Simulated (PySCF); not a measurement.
# AgN₂H₆+: NMR shieldings

What do calculations give for the NMR shieldings of AgN₂H₆+ (`[NH3]->[Ag+]<-[NH3]`)?

Programs: PySCF 2.14.0, with routines of our own; each step states its level. All values are computed. Atoms count from 0.

## 1. The starting structure

9 atoms, charge 1, multiplicity 1; geometry from: GFN2-xTB.

## 2. NMR shieldings: PBE0/pcJ-1 Ag:dyall-v2z, spin–orbit

Job settings and geometry (Å):

```
{"job": {"xc": "PBE0", "basis": {"default": "pcJ-1", "Ag": "dyall-v2z"}, "rel": "so", "kind": "hnmr"}, "charge": 1, "multiplicity": 1}
Ag     0.004610     0.003230    -0.000030
N     -0.003720    -0.015450     2.265100
H     -0.418880     0.827040     2.660730
H      0.933810    -0.084110     2.658850
H     -0.531760    -0.800240     2.644910
N      0.004230     0.015960    -2.265030
H     -0.937910     0.018600    -2.653880
H      0.474320    -0.798090    -2.659040
H      0.475300     0.833060    -2.651620
```

With the program's defaults for keys left out, this is: PBE0/pcJ-1 Ag:dyall-v2z GIAO NMR shielding, X2C with spin-orbit coupling, screened-nuclear two-electron part, Gaussian nuclei, gas phase.

Command:

```console
> OMP_NUM_THREADS=1 python heavy_run.py task.json out
```

This one command runs all jobs of the session in turn.

Standard output:

```text
spin-free SCF
coarse grid: 33280 points
cycle   1  E = -5427.9930664812  dE = -1.255e-01  |g| = 5.184e-01  |ddm| = 1.957e+00
cycle   2  E = -5427.9610852837  dE =  3.198e-02  |g| = 7.532e-01  |ddm| = 5.896e-01
cycle   3  E = -5428.0262008626  dE = -6.512e-02  |g| = 4.472e-02  |ddm| = 3.253e-01
cycle   4  E = -5428.0262611572  dE = -6.029e-05  |g| = 2.444e-02  |ddm| = 3.502e-02
cycle   5  E = -5428.0263592870  dE = -9.813e-05  |g| = 7.358e-03  |ddm| = 1.560e-02
cycle   6  E = -5428.0263662981  dE = -7.011e-06  |g| = 7.345e-04  |ddm| = 3.268e-03
final grid: 68656 points
cycle   7  E = -5428.0264866339  dE = -1.346e-06  |g| = 2.585e-03  |ddm| = 1.427e-03
cycle   8  E = -5428.0264864357  dE =  1.982e-07  |g| = 1.968e-03  |ddm| = 1.131e-03
cycle   9  E = -5428.0264866545  dE = -2.188e-07  |g| = 1.132e-03  |ddm| = 1.098e-03
cycle  10  E = -5428.0264867564  dE = -1.019e-07  |g| = 1.820e-05  |ddm| = 3.774e-04
cycle  11  E = -5428.0264867564  dE = -6.003e-11  |g| = 2.559e-06  |ddm| = 1.209e-05
converged SCF energy = -5428.0264867564
two-component SCF
cycle   1  E = -5427.5872752337  dE = -5.428e+03  |FDS-SDF| = 7.470e+01
cycle   2  E = -5428.5780226251  dE = -9.907e-01  |FDS-SDF| = 2.633e-01
cycle   3  E = -5428.5783716088  dE = -3.490e-04  |FDS-SDF| = 8.522e-03
cycle   4  E = -5428.5783749552  dE = -3.346e-06  |FDS-SDF| = 5.819e-03
cycle   5  E = -5428.5783766158  dE = -1.661e-06  |FDS-SDF| = 2.121e-03
cycle   6  E = -5428.5783771039  dE = -4.881e-07  |FDS-SDF| = 4.420e-04
cycle   7  E = -5428.5783771545  dE = -5.069e-08  |FDS-SDF| = 8.093e-05
cycle   8  E = -5428.5783771583  dE = -3.764e-09  |FDS-SDF| = 5.332e-05
converged, E = -5428.5783771583

Field gradients (au) and densities at the nuclei (bohr^-3)
atom        Vxx        Vyy        Vzz        centre      nuclear mean
  0 Ag     1.0360     1.0360    -2.0720     143615.379     140432.425
  1 N      0.2554     0.2560    -0.5114        204.206        204.201
  2 H     -0.1650    -0.1973     0.3623          0.463          0.463
  3 H     -0.1649    -0.1973     0.3622          0.463          0.463
  4 H     -0.1648    -0.1971     0.3619          0.463          0.463
  5 N      0.2555     0.2559    -0.5114        204.206        204.201
  6 H     -0.1649    -0.1972     0.3621          0.463          0.463
  7 H     -0.1648    -0.1971     0.3620          0.463          0.463
  8 H     -0.1648    -0.1971     0.3619          0.463          0.463
without picture change
  0 Ag                          -2.4736                    295788.159

Core orbital energies (eV)
atom   shell        mean    spread
  0 Ag 1s       -25379.899   0.000
  0 Ag 2s        -3762.807   0.000
  0 Ag 3s         -703.277   0.000
  0 Ag 4s         -105.322   0.000
  0 Ag 2p1/2     -3494.086   0.000
  0 Ag 2p3/2     -3319.138   0.032
  0 Ag 3p1/2      -596.163   0.000
  0 Ag 3p3/2      -564.909   0.119
  0 Ag 4p1/2       -71.122   0.000
  0 Ag 4p3/2       -65.949   0.015
  0 Ag 3d3/2      -375.801   0.122
  0 Ag 3d5/2      -369.612   0.159
  0 Ag 4d3/2       -14.834   0.889
  0 Ag 4d5/2       -13.939   0.409

vertical triplet (scalar unrestricted SCF): 4.902 eV

Shielding tensors (ppm)
atom      isotropic    diamagn.    paramagn.     s11        s22        s33       span
  0 Ag     4599.60     4378.08      221.52    4143.21    4143.25    5512.32    1369.12
  1 N       265.86      310.19      -44.33     244.83     276.35     276.40      31.57
  2 H        29.58       26.63        2.95      21.03      25.15      42.55      21.51
  3 H        29.58       26.63        2.95      21.04      25.15      42.55      21.52
  4 H        29.57       26.64        2.94      21.03      25.17      42.53      21.51
  5 N       265.85      310.18      -44.34     244.82     276.33     276.39      31.57
  6 H        29.58       26.64        2.94      21.03      25.16      42.54      21.51
  7 H        29.58       26.63        2.94      21.03      25.16      42.54      21.51
  8 H        29.57       26.62        2.95      21.03      25.14      42.55      21.51
```

Wall time 1.9 min (1 thread of Arm Neoverse V2, shared host); peak memory 1.3 GiB.

From this job:

```csv
quantity,value
energy from spin-orbit coupling,-0.5519 Eh
```

## 3. NMR shieldings: PBE0/pcJ-1 Ag:dyall-v2z, spin–orbit

Settings changed since step 2:

```diff
@@ -1,2 +1,2 @@
-{"job": {"xc": "PBE0", "basis": {"default": "pcJ-1", "Ag": "dyall-v2z"}, "rel": "so", "kind": "hnmr"}, "charge": 1, "multiplicity": 1}
+{"job": {"xc": "PBE0", "basis": {"default": "pcJ-1", "Ag": "dyall-v2z"}, "rel": "so", "snso": false, "kind": "hnmr"}, "charge": 1, "multiplicity": 1}
 Ag     0.004610     0.003230    -0.000030
```

Level: PBE0/pcJ-1 Ag:dyall-v2z GIAO NMR shielding, X2C with spin-orbit coupling, one-electron part alone, Gaussian nuclei, gas phase.

Standard output:

```text
spin-free SCF
coarse grid: 33280 points
cycle   1  E = -5427.9930664812  dE = -1.255e-01  |g| = 5.184e-01  |ddm| = 1.957e+00
cycle   2  E = -5427.9610852837  dE =  3.198e-02  |g| = 7.532e-01  |ddm| = 5.896e-01
cycle   3  E = -5428.0262008626  dE = -6.512e-02  |g| = 4.472e-02  |ddm| = 3.253e-01
cycle   4  E = -5428.0262611572  dE = -6.029e-05  |g| = 2.444e-02  |ddm| = 3.502e-02
cycle   5  E = -5428.0263592870  dE = -9.813e-05  |g| = 7.358e-03  |ddm| = 1.560e-02
cycle   6  E = -5428.0263662981  dE = -7.011e-06  |g| = 7.345e-04  |ddm| = 3.268e-03
final grid: 68656 points
cycle   7  E = -5428.0264866339  dE = -1.346e-06  |g| = 2.585e-03  |ddm| = 1.427e-03
cycle   8  E = -5428.0264864357  dE =  1.982e-07  |g| = 1.968e-03  |ddm| = 1.131e-03
cycle   9  E = -5428.0264866545  dE = -2.188e-07  |g| = 1.132e-03  |ddm| = 1.098e-03
cycle  10  E = -5428.0264867564  dE = -1.019e-07  |g| = 1.820e-05  |ddm| = 3.774e-04
cycle  11  E = -5428.0264867564  dE = -6.003e-11  |g| = 2.559e-06  |ddm| = 1.209e-05
converged SCF energy = -5428.0264867564
two-component SCF
cycle   1  E = -5427.5459977946  dE = -5.428e+03  |FDS-SDF| = 7.794e+01
cycle   2  E = -5428.6323467333  dE = -1.086e+00  |FDS-SDF| = 2.762e-01
cycle   3  E = -5428.6327586432  dE = -4.119e-04  |FDS-SDF| = 9.404e-03
cycle   4  E = -5428.6327638818  dE = -5.239e-06  |FDS-SDF| = 6.367e-03
cycle   5  E = -5428.6327659172  dE = -2.035e-06  |FDS-SDF| = 2.388e-03
cycle   6  E = -5428.6327665660  dE = -6.488e-07  |FDS-SDF| = 5.214e-04
cycle   7  E = -5428.6327666418  dE = -7.578e-08  |FDS-SDF| = 9.816e-05
cycle   8  E = -5428.6327666470  dE = -5.216e-09  |FDS-SDF| = 6.111e-05
converged, E = -5428.6327666470

Field gradients (au) and densities at the nuclei (bohr^-3)
atom        Vxx        Vyy        Vzz        centre      nuclear mean
  0 Ag     1.0361     1.0362    -2.0722     143617.882     140434.935
  1 N      0.2554     0.2559    -0.5113        204.206        204.201
  2 H     -0.1650    -0.1973     0.3623          0.463          0.463
  3 H     -0.1649    -0.1973     0.3622          0.463          0.463
  4 H     -0.1648    -0.1971     0.3619          0.463          0.463
  5 N      0.2555     0.2558    -0.5113        204.206        204.201
  6 H     -0.1649    -0.1972     0.3621          0.463          0.463
  7 H     -0.1648    -0.1971     0.3620          0.463          0.463
  8 H     -0.1648    -0.1971     0.3619          0.463          0.463
without picture change
  0 Ag                          -2.4721                    295787.455

Core orbital energies (eV)
atom   shell        mean    spread
  0 Ag 1s       -25379.808   0.000
  0 Ag 2s        -3762.786   0.000
  0 Ag 3s         -703.274   0.000
  0 Ag 4s         -105.324   0.000
  0 Ag 2p1/2     -3499.550   0.000
  0 Ag 2p3/2     -3316.652   0.032
  0 Ag 3p1/2      -597.136   0.000
  0 Ag 3p3/2      -564.468   0.119
  0 Ag 4p1/2       -71.292   0.000
  0 Ag 4p3/2       -65.877   0.015
  0 Ag 3d3/2      -376.815   0.122
  0 Ag 3d5/2      -368.951   0.159
  0 Ag 4d3/2       -14.905   0.830
  0 Ag 4d5/2       -13.899   0.471

Shielding tensors (ppm)
atom      isotropic    diamagn.    paramagn.     s11        s22        s33       span
  0 Ag     4619.70     4378.55      241.16    4175.30    4175.34    5508.47    1333.18
  1 N       265.71      310.17      -44.46     244.92     276.08     276.13      31.22
  2 H        29.59       26.63        2.96      21.06      25.18      42.54      21.48
  3 H        29.59       26.62        2.97      21.06      25.17      42.54      21.48
  4 H        29.59       26.64        2.95      21.05      25.19      42.53      21.48
  5 N       265.70      310.16      -44.47     244.90     276.06     276.12      31.22
  6 H        29.59       26.63        2.96      21.05      25.19      42.53      21.48
  7 H        29.59       26.63        2.96      21.05      25.18      42.53      21.48
  8 H        29.59       26.62        2.97      21.06      25.17      42.54      21.48
```

Wall time 96 s (1 thread of Arm Neoverse V2, shared host); peak memory 1.3 GiB.

From this job:

```csv
quantity,value
energy from spin-orbit coupling,-0.6063 Eh
```

## 4. NMR shieldings: PBE0/pcJ-1 Ag:dyall-v2z, spin-free

Settings changed since step 3:

```diff
@@ -1,2 +1,2 @@
-{"job": {"xc": "PBE0", "basis": {"default": "pcJ-1", "Ag": "dyall-v2z"}, "rel": "so", "snso": false, "kind": "hnmr"}, "charge": 1, "multiplicity": 1}
+{"job": {"xc": "PBE0", "basis": {"default": "pcJ-1", "Ag": "dyall-v2z"}, "rel": "sf", "kind": "hnmr"}, "charge": 1, "multiplicity": 1}
 Ag     0.004610     0.003230    -0.000030
```

Level: PBE0/pcJ-1 Ag:dyall-v2z GIAO NMR shielding, spin-free X2C, Gaussian nuclei, gas phase.

Standard output:

```text
spin-free SCF
coarse grid: 33280 points
cycle   1  E = -5427.9930664812  dE = -1.255e-01  |g| = 5.184e-01  |ddm| = 1.957e+00
cycle   2  E = -5427.9610852837  dE =  3.198e-02  |g| = 7.532e-01  |ddm| = 5.896e-01
cycle   3  E = -5428.0262008626  dE = -6.512e-02  |g| = 4.472e-02  |ddm| = 3.253e-01
cycle   4  E = -5428.0262611572  dE = -6.029e-05  |g| = 2.444e-02  |ddm| = 3.502e-02
cycle   5  E = -5428.0263592870  dE = -9.813e-05  |g| = 7.358e-03  |ddm| = 1.560e-02
cycle   6  E = -5428.0263662981  dE = -7.011e-06  |g| = 7.345e-04  |ddm| = 3.268e-03
final grid: 68656 points
cycle   7  E = -5428.0264866339  dE = -1.346e-06  |g| = 2.585e-03  |ddm| = 1.427e-03
cycle   8  E = -5428.0264864357  dE =  1.982e-07  |g| = 1.968e-03  |ddm| = 1.131e-03
cycle   9  E = -5428.0264866545  dE = -2.188e-07  |g| = 1.132e-03  |ddm| = 1.098e-03
cycle  10  E = -5428.0264867564  dE = -1.019e-07  |g| = 1.820e-05  |ddm| = 3.774e-04
cycle  11  E = -5428.0264867564  dE = -6.003e-11  |g| = 2.559e-06  |ddm| = 1.209e-05
converged SCF energy = -5428.0264867564
check of the scalar solution
cycle   1  E = -5428.0264867564  dE = -5.428e+03  |FDS-SDF| = 2.559e-06
cycle   2  E = -5428.0264867564  dE = -4.002e-11  |FDS-SDF| = 3.735e-06
converged, E = -5428.0264867564

Field gradients (au) and densities at the nuclei (bohr^-3)
atom        Vxx        Vyy        Vzz        centre      nuclear mean
  0 Ag     1.0318     1.0319    -2.0638     143563.075     140380.052
  1 N      0.2557     0.2562    -0.5119        204.206        204.201
  2 H     -0.1650    -0.1973     0.3623          0.463          0.463
  3 H     -0.1649    -0.1973     0.3622          0.463          0.463
  4 H     -0.1648    -0.1971     0.3619          0.463          0.463
  5 N      0.2558     0.2561    -0.5118        204.206        204.201
  6 H     -0.1649    -0.1972     0.3621          0.463          0.463
  7 H     -0.1648    -0.1972     0.3620          0.463          0.463
  8 H     -0.1648    -0.1971     0.3619          0.463          0.463
without picture change
  0 Ag                          -2.4735                    295795.420

Core orbital energies (eV)
atom   shell        mean    spread
  0 Ag 1s       -25380.810   0.000
  0 Ag 2s        -3762.998   0.000
  0 Ag 3s         -703.321   0.000
  0 Ag 4s         -105.323   0.000
  0 Ag 2p        -3375.612   0.047
  0 Ag 3p         -575.010   0.177
  0 Ag 4p          -67.608   0.025
  0 Ag 3d         -372.100   0.176
  0 Ag 4d          -14.289   1.209

Shielding tensors (ppm)
atom      isotropic    diamagn.    paramagn.     s11        s22        s33       span
  0 Ag     3801.81     4717.26     -915.44    3299.94    3299.99    4805.52    1505.58
  1 N       267.92      311.68      -43.76     242.67     280.52     280.57      37.90
  2 H        29.55       26.64        2.91      20.99      25.03      42.62      21.63
  3 H        29.55       26.64        2.91      20.99      25.03      42.62      21.63
  4 H        29.54       26.65        2.90      20.98      25.05      42.61      21.62
  5 N       267.91      311.68      -43.77     242.66     280.50     280.56      37.90
  6 H        29.55       26.65        2.90      20.98      25.04      42.61      21.63
  7 H        29.54       26.64        2.90      20.98      25.04      42.61      21.63
  8 H        29.54       26.63        2.91      20.99      25.02      42.62      21.63
```

Run time: 32 s. Hardware: 1 thread of Arm Neoverse V2, shared host; peak memory 1.1 GiB.

[end of part 1 of 2]
